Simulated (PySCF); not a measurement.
# Cr2O7: the cost of one run

Programs: PySCF 2.14.0, with density-fitted response routines of our own. Each step states its level of theory. These are calculated values for one molecule in the gas phase, unless marked as measured. Atoms are numbered from 0 throughout.

### 1 The starting structure

9 atoms, charge -2, multiplicity 1; geometry from: GFN2-xTB.

Bonds of the start (Å): O0–Cr1 1.59, Cr1–O2 1.59, Cr1–O3 1.59, Cr1–O4 1.77, O4–Cr5 1.77, Cr5–O6 1.59, Cr5–O7 1.59, Cr5–O8 1.59.

### 2 Optimising the geometry at PBE0-D3(BJ)/def2-SVP

Job settings and geometry (Å):

```
{"job": {"xc": "PBE0", "basis": "def2-SVP", "d3": "d3bj", "grid": 2, "kind": "geom"}, "charge": -2, "multiplicity": 1}
O      2.489600    -0.655150    -1.000950
Cr     1.587220    -0.725290     0.307260
O      1.425370    -2.250170     0.730940
O      2.331840     0.050690     1.479580
O      0.000030     0.000340     0.000680
Cr    -1.587170     0.725370    -0.307360
O     -1.420640     2.218860    -0.829250
O     -2.452410     0.747770     1.027490
O     -2.373760    -0.112010    -1.407820
```

**Question.** How long does this first job take on 8 threads of Arm Neoverse V2, shared host?

About 92 s.
